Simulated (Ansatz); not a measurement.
**ZrBr: a listed cell, distorted in several ways**

A set of self-consistent runs on ZrBr under moves of single atoms, random distortions, further strains and shifts, distortions that keep the symmetry, other functionals, to map its energy surface near the listed cell.

Method: DFT PBEsol, scalar-relativistic, plane waves, PAW, in Ansatz 0.2.0.

**1. Starting point**

The structure is trigonal, space group P-3m1 (No. 164). Conventional cell: a = 3.454 Å, b = 3.454 Å, c = 9.989 Å, α = 90.00°, β = 90.00°, γ = 120.00°. Zr (site symmetry 3m) is surrounded by 3 Br at 2.78 Å and 3 Zr at 3.17 Å. Br (site symmetry 3m) has 3 Zr at 2.78 Å as nearest neighbours.

As a file:

```cif
data_structure
_symmetry_space_group_name_H-M 'P 1'
_symmetry_Int_Tables_number 1
_cell_length_a 3.4544
_cell_length_b 3.4544
_cell_length_c 9.9889
_cell_angle_alpha 90.000
_cell_angle_beta 90.000
_cell_angle_gamma 120.000
_cell_volume 103.23
loop_
_atom_site_label
_atom_site_type_symbol
_atom_site_fract_x
_atom_site_fract_y
_atom_site_fract_z
_atom_site_occupancy
Zr1 Zr 0.66667 0.33333 0.62348 1
Zr2 Zr 0.33333 0.66667 0.37652 1
Br1 Br 0.66667 0.33333 0.18258 1
Br2 Br 0.33333 0.66667 0.81742 1
```

The structure comes from the Materials Project (structure only).

**2. A change within a subgroup**

What differs from the listed cell: strain xx, yy, zz, yz, xz, xy = -0.8, -0.8, +5.2, +0.0, +0.0, +0.0 %; atoms moved by 0.06 Å root mean square, at most 0.09 Å.

The input, input.yaml:

```yaml
crystal:
  lattice:
    - [3.4275811098, 0.0, 0.0]
    - [-1.7137905549, 2.9683723146, 0.0]
    - [0.0, 0.0, 10.5106820765]
  atoms:
    - { symbol: Zr, position: [0.6666666667, 0.3333333333, 0.6172514213] }
    - { symbol: Zr, position: [0.3333333333, 0.6666666667, 0.3773427105] }
    - { symbol: Br, position: [0.6666666667, 0.3333333333, 0.1920000557] }
    - { symbol: Br, position: [0.3333333333, 0.6666666667, 0.8134058124] }
basis:
  ecutwfc: 420
kpoints:
  mp_grid: { grid: [12, 12, 4] }
hamiltonian:
  xc: pbesol
scf:
  occupations: { method: gaussian, width: 0.1 }
output:
  forces: true
  stress: true
  eigenvalues: true
```

**3. A change within a subgroup**

The input, input.yaml:

```yaml
crystal:
  lattice:
    - [3.3427413613, 0.0345438716, -0.00214172]
    - [-1.6414548104, 2.8431040871, -6.1113e-06]
    - [-0.0061930956, -0.003595991, 9.6913954651]
  atoms:
    - { symbol: Zr, position: [0.6855167492, 0.3427583746, 0.5990729527] }
    - { symbol: Zr, position: [0.2791093427, 0.6395546713, 0.4074700244] }
    - { symbol: Br, position: [0.6709257992, 0.3354628996, 0.1627842128] }
    - { symbol: Br, position: [0.3644481088, 0.6822240544, 0.8306728101] }
basis:
  ecutwfc: 420
kpoints:
  mp_grid: { grid: [12, 12, 4] }
hamiltonian:
  xc: pbesol
scf:
  occupations: { method: gaussian, width: 0.1 }
output:
  forces: true
  stress: true
  eigenvalues: true
```

**4. One atom moved**

The input, input.yaml:

```yaml
crystal:
  lattice:
    - [3.4543871541, 0.0, 0.0]
    - [-1.7271935771, 2.99158703, 0.0]
    - [0.0, 0.0, 9.98886383]
  atoms:
    - { symbol: Zr, position: [0.6666666667, 0.3333333333, 0.6234827] }
    - { symbol: Zr, position: [0.3333333333, 0.6666666667, 0.3765173] }
    - { symbol: Br, position: [0.6666666667, 0.3333333333, 0.2051065743] }
    - { symbol: Br, position: [0.3333333333, 0.6666666667, 0.81741851] }
basis:
  ecutwfc: 420
kpoints:
  mp_grid: { grid: [12, 12, 4] }
hamiltonian:
  xc: pbesol
scf:
  occupations: { method: gaussian, width: 0.1 }
output:
  forces: true
  stress: true
  eigenvalues: true
  populations: true
```

**5. Functional and cell changed: r2SCAN**

The input, input.yaml:

```yaml
crystal:
  lattice:
    - [3.5964315539, 0.0, 0.0]
    - [-1.798215777, 3.1146010886, 0.0]
    - [0.0, 0.0, 10.3996059107]
  atoms:
    - { symbol: Zr, position: [0.6666666667, 0.3333333333, 0.6234827] }
    - { symbol: Zr, position: [0.3333333333, 0.6666666667, 0.3765173] }
    - { symbol: Br, position: [0.6666666667, 0.3333333333, 0.18258149] }
    - { symbol: Br, position: [0.3333333333, 0.6666666667, 0.81741851] }
basis:
  ecutwfc: 500
kpoints:
  mp_grid: { grid: [15, 15, 4] }
hamiltonian:
  xc: r2scan
scf:
  occupations: { method: gaussian, width: 0.1 }
output:
  forces: true
  stress: true
  eigenvalues: true
  populations: true
```

**6. A distortion that keeps the symmetry**

The input, input.yaml:

```yaml
crystal:
  lattice:
    - [3.3706182656, 0.0, 0.0]
    - [-1.6853091328, 2.9190410445, 0.0]
    - [0.0, 0.0, 10.3459657119]
  atoms:
    - { symbol: Zr, position: [0.6666666667, 0.3333333333, 0.6254364889] }
    - { symbol: Zr, position: [0.3333333333, 0.6666666667, 0.3745635111] }
    - { symbol: Br, position: [0.6666666667, 0.3333333333, 0.203728278] }
    - { symbol: Br, position: [0.3333333333, 0.6666666667, 0.796271722] }
basis:
  ecutwfc: 420
kpoints:
  mp_grid: { grid: [15, 15, 4] }
hamiltonian:
  xc: pbesol
scf:
  occupations: { method: gaussian, width: 0.1 }
output:
  forces: true
  stress: true
  eigenvalues: true
  populations: true
```

**7. A random distortion, cell strained**

The input, input.yaml:

```yaml
crystal:
  lattice:
    - [3.4549398561, 0.0143702506, 0.0345438715]
    - [-1.715024926, 2.9329765236, -0.0330974312]
    - [0.0998886383, -0.0528410897, 9.9178430082]
  atoms:
    - { symbol: Zr, position: [0.6444112135, 0.3121840238, 0.6208577768] }
    - { symbol: Zr, position: [0.3558541051, 0.6868933889, 0.3867256682] }
    - { symbol: Br, position: [0.6869126998, 0.3603758359, 0.1764796949] }
    - { symbol: Br, position: [0.3128248764, 0.6405467513, 0.81593686] }
basis:
  ecutwfc: 420
kpoints:
  mp_grid: { grid: [12, 12, 4] }
hamiltonian:
  xc: pbesol
scf:
  occupations: { method: gaussian, width: 0.1 }
output:
  forces: true
  stress: true
  eigenvalues: true
  populations: true
```

**8. Random moves and strain, cell strained**

The input, input.yaml:

```yaml
crystal:
  lattice:
    - [3.5845484621, 0.0331966606, -0.0274969217]
    - [-1.7635250797, 3.1159821964, -0.0060857611]
    - [-0.0795113561, -0.0662261672, 10.2625586989]
  atoms:
    - { symbol: Zr, position: [0.6461111429, 0.2835203082, 0.6272118528] }
    - { symbol: Zr, position: [0.3060792399, 0.6621239274, 0.3436967505] }
    - { symbol: Br, position: [0.7140437132, 0.3816421402, 0.1827727029] }
    - { symbol: Br, position: [0.3337675753, 0.672716967, 0.8463186937] }
basis:
  ecutwfc: 420
kpoints:
  mp_grid: { grid: [12, 12, 4] }
hamiltonian:
  xc: pbesol
scf:
  occupations: { method: gaussian, width: 0.1 }
output:
  forces: true
  stress: true
  eigenvalues: true
  populations: true
```

What does the calculation give? Wanted: for each run, case; energy; pressure; largest force.

**Answer**, as computed:

| step | case | energy (meV/atom) | pressure (GPa) | largest force (eV/Å) | gap on the mesh (eV) |
| --- | --- | --- | --- | --- | --- |
|  | listed cell, run earlier | 0 | -2.9 | 0.29 | 0.00 |
| 2 | a change within a subgroup | +20.1* | -3.9 | 1.06 | 0.00 |
| 3 | a change within a subgroup | +653.2* | 7.0 | 8.28 | 0.00 |
| 4 | one atom moved | +36.4* | 0.6 | 1.71 | 0.00 |
| 5 | functional and cell changed: r2SCAN | n/a | -7.1 | 0.83 | 0.00 |
| 6 | a distortion that keeps the symmetry | +55.2 | 4.5 | 1.93 | 0.00 |
| 7 | a random distortion, cell strained | +38.4* | -1.2 | 1.97 | 0.00 |
| 8 | random moves and strain, cell strained | +395.0* | -7.6 | 3.72 | 0.00 |

Energies are counted from the listed cell, with the smearing taken to zero; a star marks another k mesh, which can shift energies by itself, so starred rows don't rank against the others. Other atoms or functionals have another zero of energy (n/a). A gap of 0.00 means none on the mesh at this level.

What this shows: At the listed geometry the pressure is -2.9 GPa and the largest force 0.29 eV/Å: not this functional's equilibrium. No comparable point lies below the listed cell. The costliest is step 3, at 653 meV/atom. Among the distorted cells of the listed formula and level the largest force, 8.28 eV/Å, acts on Zr2 in step 3. The distorted cells of the listed formula and level show no gap on the mesh.
